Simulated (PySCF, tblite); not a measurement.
# C5H10B3N: geometry, infrared bands and NMR shifts

What infrared bands and NMR shifts should C5H10B3N (`C#C[C@@H]1BCBCNB1`) show?

Computed with tblite 0.8.0 and PySCF 2.14.0, with density-fitted response routines of our own, on a single molecule in the gas phase. Atoms are numbered from 0 throughout.

**1. The starting structure**

19 atoms, charge 0, multiplicity 1; geometry from: force field or distance geometry start.

Bonds of the start (Å): C0–C1 1.21, C1–C2 1.47, C2–B3 1.59, B3–C4 1.59, C4–B5 1.59, B5–C6 1.60, C6–N7 1.48, N7–B8 1.54, B8–C2 1.60, C0–H9 1.05, C2–H10 1.10, B3–H11 1.20, C4–H12 1.11, C4–H13 1.11, B5–H14 1.18, C6–H15 1.11, C6–H16 1.11, N7–H17 1.04, B8–H18 1.19.

**2. Optimising the geometry with GFN2-xTB**

The job: settings as JSON, then the geometry in Å.

```
{"job": {"kind": "relax", "xc": "GFN2-xTB", "basis": "xTB"}, "charge": 0, "multiplicity": 1}
C      2.725300    -0.023900    -1.605500
C      2.117300     0.082200    -0.569400
C      1.409500     0.193900     0.714500
B      0.603700    -1.151000     1.000000
C     -0.522300    -1.702600     0.025100
B     -1.842200    -0.814900     0.122000
C     -1.789100     0.765700    -0.125400
N     -1.042900     1.432900     0.962400
B      0.462900     1.488800     0.664000
H      3.233500    -0.109000    -2.517100
H      2.140700     0.344800     1.519700
H      0.909100    -1.816900     1.944200
H     -0.147400    -1.681100    -1.014900
H     -0.767800    -2.748200     0.285200
H     -2.876500    -1.329100     0.348300
H     -2.844000     1.124700    -0.105700
H     -1.365800     0.988100    -1.125000
H     -1.381800     2.413800     1.001300
H      0.968200     2.551200     0.516500
```

Started as:

```
OMP_NUM_THREADS=1 python probes_run.py task.json out
```

This one command runs all jobs of the session in turn.

**Question.** This job is followed by: GFN2-xTB harmonic vibrations, gas phase; GIAO PBE0/pcSseg-1 NMR shielding, non-relativistic, gas phase. What will the session give for the following? strongest single infrared mode (GFN2-xTB); zero-point energy (GFN2-xTB); ¹³C shifts against TMS (PBE0/pcSseg-1); ¹H shifts against TMS (PBE0/pcSseg-1); ¹¹B shifts against BF3·OEt2 (PBE0/pcSseg-1); ¹⁵N shifts against NH3 (PBE0/pcSseg-1).

As calculated:

| quantity | value |
| --- | --- |
| strongest single infrared mode (GFN2-xTB) | 2619 cm⁻¹, 226 km/mol |
| zero-point energy (GFN2-xTB) | 90.5 kcal/mol |
| ¹³C shifts against TMS (PBE0/pcSseg-1) | 110.3, 79.2, 46.0, 39.2, 21.4 ppm |
| ¹H shifts against TMS (PBE0/pcSseg-1) | 7.35, 5.73, 5.23, 4.63, 3.46, 3.08, 2.72, 2.55, 0.75, 0.69 ppm |
| ¹¹B shifts against BF3·OEt2 (PBE0/pcSseg-1) | 79.7, 29.9, 16.3 ppm |
| ¹⁵N shifts against NH3 (PBE0/pcSseg-1) | 168.8 ppm |

In words: The optimisation took 210 steps and gained 1.370 eV; among the close pairs (by a distance rule), N7–B8 changed most, from 1.536 to 1.373 Å. All 51 modes are real, so the xTB geometry is a minimum. The strongest single mode, at 2619 cm⁻¹, moves mainly H11. GFN2-xTB is a fitted tight-binding method: band positions and strengths are rough. Its intensities can rank the bands wrongly. At PBE0/pcSseg-1: The largest span, 297 ppm, is at C1, where the paramagnetic term is -188 ppm.
